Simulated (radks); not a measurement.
**Sb³⁻ held by a Watson sphere**

The task here is to estimate one member of a computed series from the others.

Method: scalar-relativistic Kohn-Sham, LDA (Slater exchange, Perdew-Wang correlation), spin-unpolarised, spherical densities, finite nucleus. Code: radks (a radial shooting solver on a logarithmic mesh, Libxc functionals) version 1.

### Starting point

```
element            : antimony (Z = 51)
charge             : -3
electrons          : 54
configuration      : [Xe]
nuclear rms radius : 4.6802 fm
```

The outer shells:

Sb³⁻
```
[Kr] core
4d [↑↓][↑↓][↑↓][↑↓][↑↓]
5s [↑↓]
5p [↑↓][↑↓][↑↓]
```

Set-up of the first run:

Settings of this run:

```text
Z 51
configuration [Xe]
relativity scalar-relativistic
functional lda,pw
spin unpolarised
nucleus finite rms 4.6802 fm
c 137.035999084
watson charge 3 radius 2.55 bohr
response adiabatic LDA kernel
```

Steps of the session up to this table: R = 2.55 bohr; R = 5.07 bohr; R = 5.44 bohr; R = 5.48 bohr; R = 5.5 bohr.

One table of the session follows, with a row left open; its other results are not shown here.

| R (bohr) | highest level (eV) | its <r> (bohr) | sum of <r²> (bohr²) | α (bohr³) |
| --- | --- | --- | --- | --- |
| 2.55 | -7.135 | 2.772 | 85.60 | 49.87 |
| 5.07 | -3.668 | 3.734 | 134.4 | 231.6 |
| 5.44 | ? | ? | ? | ? |
| 5.48 | -3.304 | 3.879 | 143.5 | 293.6 |
| 5.5 | -3.287 | 3.886 | 144.0 | 296.9 |

Estimate the missing values for R (bohr) = 5.44.

Worked estimate for «highest level (eV)». A straight line through the neighbours (5.07, -3.668) and (5.48, -3.304) gives -3.668 + (-3.304 + 3.668) × (5.44 − 5.07) / (5.48 − 5.07) = -3.340; a parabola fitted to 4 rows on both sides gives -3.337.

The run gave: highest level (eV): -3.337; its <r> (bohr): 3.865; sum of <r²> (bohr²): 142.6; α (bohr³): 286.9. In «highest level (eV)» the line misses by -0.003 and the parabola by 0.000.

In words: From R = 2.55 to 5.5 bohr the top level moves from -7.135 to -3.287 eV and its mean radius from 2.77 to 3.89 bohr. A wider sphere makes a shallower well, so the ion swells.
